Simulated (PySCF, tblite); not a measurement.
# C₅HF₃O₃: geometry, infrared bands and NMR shifts

Wanted: the infrared bands and NMR shifts of C₅HF₃O₃ (`O=c1c(F)c(OC(F)F)c1=O`), by calculation.

Computed with tblite 0.8.0 and PySCF 2.14.0, with density-fitted response routines of our own, on a single molecule in the gas phase. Atoms are numbered from 0 throughout.

## Step 1: Starting geometry

12 atoms, charge 0, multiplicity 1; geometry from: force field or distance geometry start.

Bonds of the start (Å): O0–C1 1.22, C1–C2 1.45, C2–F3 1.36, C2–C4 1.37, C4–O5 1.29, O5–C6 1.42, C6–F7 1.35, C6–F8 1.35, C4–C9 1.48, C9–O10 1.20, C9–C1 1.49, C6–H11 1.10.

## Step 2: Optimising the geometry with GFN2-xTB

What the job is given:

```
{"job": {"kind": "relax", "xc": "GFN2-xTB", "basis": "xTB"}, "charge": 0, "multiplicity": 1}
O      3.213800    -0.241900    -0.839500
C      2.071000     0.053900    -0.543900
C      1.204800     1.207700    -0.453500
F      1.382500     2.518600    -0.751000
C      0.125300     0.490600    -0.002600
O     -1.085500     0.806600     0.296500
C     -1.911900    -0.323300     0.509000
F     -3.152100     0.140500     0.782500
F     -1.986400    -1.028900    -0.644200
C      0.929700    -0.751200    -0.013000
O      0.792900    -1.906400     0.292400
H     -1.582900    -0.966900     1.341200
```

The run is started by

```console
$ OMP_NUM_THREADS=1 python probes_run.py task.json out
```

The driver reads the jobs from task.json and runs them one after another.

**Question.** This job is followed by: GFN2-xTB harmonic vibrations, gas phase; GIAO PBE0/pcSseg-1 NMR shielding, non-relativistic, gas phase. What will the session give for the following? strongest single infrared mode (GFN2-xTB); zero-point energy (GFN2-xTB); ¹³C shifts against TMS (PBE0/pcSseg-1); ¹H shifts against TMS (PBE0/pcSseg-1); ¹⁷O shifts against H2O (PBE0/pcSseg-1); ¹⁹F shifts against CFCl3 (PBE0/pcSseg-1, means over atoms taken as alike).

The runs gave:

| quantity | value |
| --- | --- |
| strongest single infrared mode (GFN2-xTB) | 1654 cm⁻¹, 637 km/mol |
| zero-point energy (GFN2-xTB) | 35.6 kcal/mol |
| ¹³C shifts against TMS (PBE0/pcSseg-1) | 201.1, 196.1, 192.2, 187.7, 120.8 ppm |
| ¹H shifts against TMS (PBE0/pcSseg-1) | 7.77 ppm |
| ¹⁷O shifts against H2O (PBE0/pcSseg-1) | 592.6, 585.3, 215.9 ppm |
| ¹⁹F shifts against CFCl3 (PBE0/pcSseg-1, means over atoms taken as alike) | -71.9, -95.5 ppm |

Over 69 steps the energy fell by 0.270 eV; of the close pairs, C1–C9 changed most, 1.494 to 1.548 Å. No mode is imaginary among the 30: a minimum at this level. The strongest single mode, at 1654 cm⁻¹, moves mainly C4 and C2. GFN2-xTB is a fitted tight-binding method: band positions and strengths are rough. Its intensities can rank the bands wrongly.
